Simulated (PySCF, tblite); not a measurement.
# C₄H₄ClSi₂ radical: geometry, infrared bands and EPR parameters

Aim: predict the infrared bands and EPR parameters of C₄H₄ClSi₂ radical (`C#C[Si@H](Cl)C#C[SiH2]`).

Computed with tblite 0.8.0 and PySCF 2.14.0, with density-fitted response routines of our own, on a single molecule in the gas phase. Atoms are numbered from 0 throughout.

### Step 1. The molecule as given

11 atoms, charge 0, multiplicity 2; geometry from: force field or distance geometry start.

Bonds of the start (Å): C0–C1 1.23, C1–Si2 1.80, Si2–Cl3 2.10, Si2–C4 1.83, C4–C5 1.22, C5–Si6 1.81, C0–H7 1.05, Si2–H8 1.47, Si6–H9 1.46, Si6–H10 1.47.

### Step 2. Relaxing the molecule with GFN2-xTB

Job settings and geometry (Å):

```
{"job": {"kind": "relax", "xc": "GFN2-xTB", "basis": "xTB"}, "charge": 0, "multiplicity": 2}
C      2.900100    -0.330300     1.703500
C      2.243100    -0.229700     0.665600
Si     1.315200    -0.119000    -0.868600
Cl     2.050700     1.521900    -1.958400
C     -0.473200     0.053800    -0.539100
C     -1.664600     0.164200    -0.312800
Si    -3.431100     0.316800     0.067400
H      3.439500    -0.392300     2.599500
H      1.517800    -1.329900    -1.677300
H     -3.746100    -0.305700     1.352400
H     -4.146100    -0.307300    -1.058200
```

The run is started by

```bash
$ OMP_NUM_THREADS=1 python probes_run.py task.json out
```

One launch serves the whole session: the jobs run in the order shown.

**Question.** This job is followed by: GFN2-xTB harmonic vibrations, gas phase; UKS B3LYP, pcH-1 on C Cl H Si, non-relativistic, mean-field spin-orbit, GIAO. What will the session give for the following? strongest single infrared mode (GFN2-xTB); zero-point energy (GFN2-xTB); g(iso) (B3LYP); ⟨S²⟩; largest a(iso) (averaged by class); potential on the surface of density 0.002 e/bohr³, 1st and 99th percentile.

The runs gave:

| quantity | value |
| --- | --- |
| strongest single infrared mode (GFN2-xTB) | 2091 cm⁻¹, 587 km/mol |
| zero-point energy (GFN2-xTB) | 32.7 kcal/mol |
| g(iso) (B3LYP) | 2.00315 |
| ⟨S²⟩ | 0.760 (exact 0.75) |
| largest a(iso) (averaged by class) | 29Si on Si6, -138.9 MHz |
| potential on the surface of density 0.002 e/bohr³, 1st and 99th percentile | -0.65 V and 1.62 V |

**Reading.** Over 52 steps the energy fell by 0.252 eV; of the close pairs, Si2–Cl3 changed most, 2.103 to 2.046 Å. The lowest mode is imaginary (23i cm⁻¹), so the xTB geometry is not a minimum: the zero-point energy counts the real modes alone, and all values at this geometry belong to a saddle point. The strongest single mode, at 2091 cm⁻¹, moves mainly C5 and C4. GFN2-xTB is a fitted tight-binding method: band positions and strengths are rough. Its intensities can rank the bands wrongly. Si6 carries the largest spin population, 0.95 e. The isotropic g lies 0.8 ppt above the free-electron value. The conformer search found further structures of the same energy, which may be mirror or relabelled copies of this one.
